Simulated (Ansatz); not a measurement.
CH₄BClSn, SMILES [Cl][SnH]1[BH][CH2]1, a ladder of methods at one geometry

Run with Ansatz's Python interface.

`ch4bclsn_methods.py`:
```python
'''One geometry of CH4BClSn, method by method.'''

from pathlib import Path

import ansatz as az
import numpy as np

molecule = (
    az.Crystal.molecule()
    .atom('Cl', (-2.1802, 1.6095, -1.0644))
    .atom('Sn', (-0.1252, 0.6005, -1.0828))
    .atom('B', (0.3102, 0.064, 1.1529))
    .atom('C', (0.1294, -1.0312, 0.098))
    .atom('H', (1.2699, 1.5338, -1.6048))
    .atom('H', (0.5785, 0.4002, 2.2769))
    .atom('H', (0.9683, -1.6711, -0.11))
    .atom('H', (-0.8588, -1.5627, 0.2783))
)

model = (
    molecule.calculation()
    .basis(gaussian='def2-SVP')
    .accuracy('medium')
)

print('functional    E (Ha)        dipole (D)   HOMO (eV)  LUMO (eV)')
for name in ['revpbe', 'b3lyp', 'pbe', 'hse06', 'r2scan0']:
    data = model.functional(name).forces().orbitals().run(threads=1, pin='off', runs_dir='runs').report
    lines = Path(data['orbitals_path']).read_text().splitlines()
    field_of = lambda key: [line.split('=')[1].strip() for line in lines if line.startswith(key)]
    orbitals = [(27.211386 * float(e), s, float(n)) for e, s, n in zip(field_of('Ene='), field_of('Spin='), field_of('Occup='))]
    homo = max(e for e, _, n in orbitals if n > 0.5)
    lumo = min(e for e, _, n in orbitals if n < 0.5)
    dipole = 4.803205 * np.linalg.norm(data['charge_distribution']['dipole_moment_e_ang'])
    print(f'{name:10s} {data["free_energy_ev"] / 27.211386246:14.6f} {dipole:9.3f} {homo:11.3f} {lumo:10.3f}')
```

`python ch4bclsn_methods.py` gives:
```text
functional    E (Ha)        dipole (D)   HOMO (eV)  LUMO (eV)
revpbe        -739.516476     2.679      -4.253     -2.993
b3lyp         -739.662130     2.717      -4.988     -2.308
pbe           -739.280913     2.671      -4.295     -3.096
hse06         -739.329403     2.789      -4.810     -2.534
r2scan0       -739.545729     2.893      -5.318     -2.036
```

Notes:
- The settings weren't tested for convergence.
- The geometry is a force-field or estimated start, not a minimum of this method, and the basis set is short of its limit. A lower total doesn't mark the better method: functionals have no common bound, and MP2 and coupled cluster aren't variational.
- def2 sets replace the cores of elements past krypton by effective core potentials.
- b3lyp holds the VWN-RPA fit, as in Gaussian; the form of ORCA and Turbomole is b3lyp5.
- Levels such as HOMO and LUMO are orbital energies: with these approximate functionals they aren't the ionisation energy and electron affinity, and their gap isn't the fundamental gap.
- hse06 follows the composition of plane-wave codes, whose totals differ by tens of mHa, up to about 0.1 Ha, from the form usual in Gaussian-basis programs (wpbeh).
- Wall time of the script: 20 s on 1 thread of Arm Neoverse V2, on a shared host, peak memory 0.28 GiB.
